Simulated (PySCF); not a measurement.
O2C2NH3, in a box:

```
CELL_PARAMETERS angstrom
12.00000 0.00000 0.00000
0.00000 13.00000 0.00000
0.00000 0.00000 11.00000
ATOMIC_POSITIONS crystal
O 0.39568 0.59655 0.50656
C 0.45882 0.51028 0.49281
O 0.57039 0.53619 0.48760
C 0.41725 0.41271 0.52866
N 0.41912 0.42593 0.41441
H 0.43088 0.65068 0.46060
H 0.60923 0.48248 0.44490
H 0.39294 0.35255 0.59177
```

Base run:

| Item | Value |
| --- | --- |
| Program | PySCF 2.14.0 |
| Functional | TPSS |
| Dispersion | D3 |
| Potentials or basis | def2-svp (all-electron) |
| k mesh | 1 × 1 × 1 |
| Occupations | fixed |
| Spin | no spin polarisation |

Its results: gap between the frontier levels 3.92 eV.

After a change of settings the same cell gave: gap between the frontier levels 4.11 eV. Which change was it?
A. functional from TPSS to rSCAN; dispersion from D3 to D3(BJ)
B. functional from TPSS to PBE50; dispersion from D3 to none
C. functional from TPSS to BP86; dispersion from D3 to D3(BJM)

A.

Caveats: this is a molecule in a periodic box at the Γ point, so its band gap is the HOMO-LUMO gap; the basis of atomic orbitals isn't converged, which shifts pressures, moduli and gaps; these D3(BJ) parameters were fitted with the three-body term, which the run leaves out (some runs).

Not every run made on this cell is shown here.
